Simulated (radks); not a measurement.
# Ionising thulium step by step, Tm⁴⁶⁺ to Tm⁶⁸⁺

Wanted: the ionisation ladder of thulium and its errors against NIST. The LB94 potential has no energy functional, so minus the highest eigenvalue is the estimate.

Method: scalar-relativistic Kohn-Sham, LB94 model potential, spin-polarised, spherical densities, finite nucleus; open shells are filled with parallel spins first. Code: radks (a radial shooting solver on a logarithmic mesh, Libxc functionals) version 1.

## 1. What is computed

* element: thulium (Z = 69)
* charges: 46 to 68
* first configuration: [Ar] 3d5
* last configuration: 1s1

The outer shells:

Tm⁴⁶⁺
```
[Ar] core
3d [↑ ][↑ ][↑ ][↑ ][↑ ]
```

Tm⁶⁸⁺
```
1s [↑ ]
```

LB94 adds a gradient term to the LDA potential that gives it a −1/r tail. It is a model potential with no energy functional, so Etot and Exc are not given.

## 2. Tm⁴⁶⁺, [Ar] 3d5

Settings of this run:

```text
Z 69
configuration [Ar] 3d5
relativity scalar-relativistic
functional lda,pw
model_potential LB94
spin polarised
nucleus finite rms 5.2256 fm
c 137.035999084
```

## 3. Tm⁴⁷⁺, [Ar] 3d4

Changes since step 2:

```diff
@@ -1,3 +1,3 @@
 Z 69
-configuration [Ar] 3d5
+configuration [Ar] 3d4 4s0 4p0
 relativity scalar-relativistic
```

## 4. Tm⁴⁸⁺, [Ar] 3d3

Changes since step 3:

```diff
@@ -1,3 +1,3 @@
 Z 69
-configuration [Ar] 3d4 4s0 4p0
+configuration [Ar] 3d3
 relativity scalar-relativistic
```

## 5. Tm⁴⁹⁺, [Ar] 3d2

Changes since step 4:

```diff
@@ -1,3 +1,3 @@
 Z 69
-configuration [Ar] 3d3
+configuration [Ar] 3d2
 relativity scalar-relativistic
```

## 6. Tm⁵⁰⁺, [Ar] 3d1

Changes since step 5:

```diff
@@ -1,3 +1,3 @@
 Z 69
-configuration [Ar] 3d2
+configuration [Ar] 3d1
 relativity scalar-relativistic
```

## 7. Tm⁵¹⁺, [Ar]

Changes since step 6:

```diff
@@ -1,3 +1,3 @@
 Z 69
-configuration [Ar] 3d1
+configuration [Ar] 4s0 3d0
 relativity scalar-relativistic
```

## 8. Tm⁵²⁺, [Ne] 3s2 3p5

Changes since step 7:

```diff
@@ -1,3 +1,3 @@
 Z 69
-configuration [Ar] 4s0 3d0
+configuration [Ne] 3s2 3p5
 relativity scalar-relativistic
```

## 9. Tm⁵³⁺, [Ne] 3s2 3p4

Changes since step 8:

```diff
@@ -1,3 +1,3 @@
 Z 69
-configuration [Ne] 3s2 3p5
+configuration [Ne] 3s2 3p4 4s0 3d0
 relativity scalar-relativistic
```

## 10. Tm⁵⁴⁺, [Ne] 3s2 3p3

Changes since step 9:

```diff
@@ -1,3 +1,3 @@
 Z 69
-configuration [Ne] 3s2 3p4 4s0 3d0
+configuration [Ne] 3s2 3p3 4s0 3d0
 relativity scalar-relativistic
```

## 11. Tm⁵⁵⁺, [Ne] 3s2 3p2

Changes since step 10:

```diff
@@ -1,3 +1,3 @@
 Z 69
-configuration [Ne] 3s2 3p3 4s0 3d0
+configuration [Ne] 3s2 3p2
 relativity scalar-relativistic
```

## 12. Tm⁵⁶⁺, [Ne] 3s2 3p1

Changes since step 11:

```diff
@@ -1,3 +1,3 @@
 Z 69
-configuration [Ne] 3s2 3p2
+configuration [Ne] 3s2 3p1
 relativity scalar-relativistic
```

## 13. Tm⁵⁷⁺, [Ne] 3s2

Changes since step 12:

```diff
@@ -1,3 +1,3 @@
 Z 69
-configuration [Ne] 3s2 3p1
+configuration [Ne] 3s2
 relativity scalar-relativistic
```

## 14. Tm⁵⁸⁺, [Ne] 3s1

Changes since step 13:

```diff
@@ -1,3 +1,3 @@
 Z 69
-configuration [Ne] 3s2
+configuration [Ne] 3s1
 relativity scalar-relativistic
```

## 15. Tm⁵⁹⁺, [Ne]

Changes since step 14:

```diff
@@ -1,3 +1,3 @@
 Z 69
-configuration [Ne] 3s1
+configuration [Ne]
 relativity scalar-relativistic
```

## 16. Tm⁶⁰⁺, [He] 2s2 2p5

Changes since step 15:

```diff
@@ -1,3 +1,3 @@
 Z 69
-configuration [Ne]
+configuration [He] 2s2 2p5
 relativity scalar-relativistic
```

## 17. Tm⁶¹⁺, [He] 2s2 2p4

Changes since step 16:

```diff
@@ -1,3 +1,3 @@
 Z 69
-configuration [He] 2s2 2p5
+configuration [He] 2s2 2p4
 relativity scalar-relativistic
```

## 18. Tm⁶²⁺, [He] 2s2 2p3

Changes since step 17:

```diff
@@ -1,3 +1,3 @@
 Z 69
-configuration [He] 2s2 2p4
+configuration [He] 2s2 2p3
 relativity scalar-relativistic
```

## 19. Tm⁶³⁺, [He] 2s2 2p2

Changes since step 18:

```diff
@@ -1,3 +1,3 @@
 Z 69
-configuration [He] 2s2 2p3
+configuration [He] 2s2 2p2
 relativity scalar-relativistic
```

## 20. Tm⁶⁴⁺, [He] 2s2 2p1

Changes since step 19:

```diff
@@ -1,3 +1,3 @@
 Z 69
-configuration [He] 2s2 2p2
+configuration [He] 2s2 2p1
 relativity scalar-relativistic
```

## 21. Tm⁶⁵⁺, [He] 2s2

Changes since step 20:

```diff
@@ -1,3 +1,3 @@
 Z 69
-configuration [He] 2s2 2p1
+configuration [He] 2s2
 relativity scalar-relativistic
```

## 22. Tm⁶⁶⁺, [He] 2s1

Changes since step 21:

```diff
@@ -1,3 +1,3 @@
 Z 69
-configuration [He] 2s2
+configuration [He] 2s1
 relativity scalar-relativistic
```

## 23. Tm⁶⁷⁺, [He]

Changes since step 22:

```diff
@@ -1,3 +1,3 @@
 Z 69
-configuration [He] 2s1
+configuration [He] 2s0 2p0
 relativity scalar-relativistic
```

## 24. Tm⁶⁸⁺, 1s1

Changes since step 23:

```diff
@@ -1,3 +1,3 @@
 Z 69
-configuration [He] 2s0 2p0
+configuration 1s1
 relativity scalar-relativistic
```

**Question.** What will these runs give? Wanted: for each run, species; configuration; −ε(HOMO); NIST; error.

The runs gave:

| species | configuration | −ε(HOMO) (eV) | NIST (eV) | error (%) |
| --- | --- | --- | --- | --- |
| Tm⁴⁶⁺ | [Ar] 3d5 | 3915.4 | 3895 (theory) | +0.5 |
| Tm⁴⁷⁺ | [Ar] 3d4 | 4038.6 | 4075 (theory) | -0.9 |
| Tm⁴⁸⁺ | [Ar] 3d3 | 4163.1 | 4199 (theory) | -0.9 |
| Tm⁴⁹⁺ | [Ar] 3d2 | 4288.8 | 4335 (theory) | -1.1 |
| Tm⁵⁰⁺ | [Ar] 3d1 | 4415.4 | 4461 (theory) | -1.0 |
| Tm⁵¹⁺ | [Ar] | 4882.9 | 4812 (theory) | +1.5 |
| Tm⁵²⁺ | [Ne] 3s2 3p5 | 4996.6 | 4922 (theory) | +1.5 |
| Tm⁵³⁺ | [Ne] 3s2 3p4 | 5110.7 | 5044 (theory) | +1.3 |
| Tm⁵⁴⁺ | [Ne] 3s2 3p3 | 5243.3 | 5157 (theory) | +1.7 |
| Tm⁵⁵⁺ | [Ne] 3s2 3p2 | 5359.8 | 5527 (theory) | -3.0 |
| Tm⁵⁶⁺ | [Ne] 3s2 3p1 | 5476.6 | 5656 (theory) | -3.2 |
| Tm⁵⁷⁺ | [Ne] 3s2 | 5928.1 | 5901 (theory) | +0.5 |
| Tm⁵⁸⁺ | [Ne] 3s1 | 6049.2 | 6023 (theory) | +0.4 |
| Tm⁵⁹⁺ | [Ne] | 13612.9 | 13347 (theory) | +2.0 |
| Tm⁶⁰⁺ | [He] 2s2 2p5 | 13921.3 | 13651 (theory) | +2.0 |
| Tm⁶¹⁺ | [He] 2s2 2p4 | 14227.9 | 13988 (theory) | +1.7 |
| Tm⁶²⁺ | [He] 2s2 2p3 | 14611.7 | 14300 (theory) | +2.2 |
| Tm⁶³⁺ | [He] 2s2 2p2 | 14929.7 | 15663 (theory) | -4.7 |
| Tm⁶⁴⁺ | [He] 2s2 2p1 | 15245.7 | 16036 (theory) | -4.9 |
| Tm⁶⁵⁺ | [He] 2s2 | 16531.5 | 16510 (theory) | +0.1 |
| Tm⁶⁶⁺ | [He] 2s1 | 16835.0 | 16814.3 (theory) | +0.1 |
| Tm⁶⁷⁺ | [He] | 68031 | 67965.3 (theory) | +0.1 |
| Tm⁶⁸⁺ | 1s1 | 69326 | 69387.5 (theory) | -0.1 |

What this shows: Reference values: NIST Atomic Spectra Database (exp. measured, semi-emp. semi-empirical, theory a theoretical value adopted there). The steepest step, after dividing by the final charge, comes at Tm⁶⁷⁺ in [He], where the value goes from 16835.0 to 68031 eV. There the highest level belongs to another shell. Open shells are spherical and high-spin; term and fine-structure splittings are not resolved. Spin-orbit splitting is averaged out at the scalar-relativistic level.
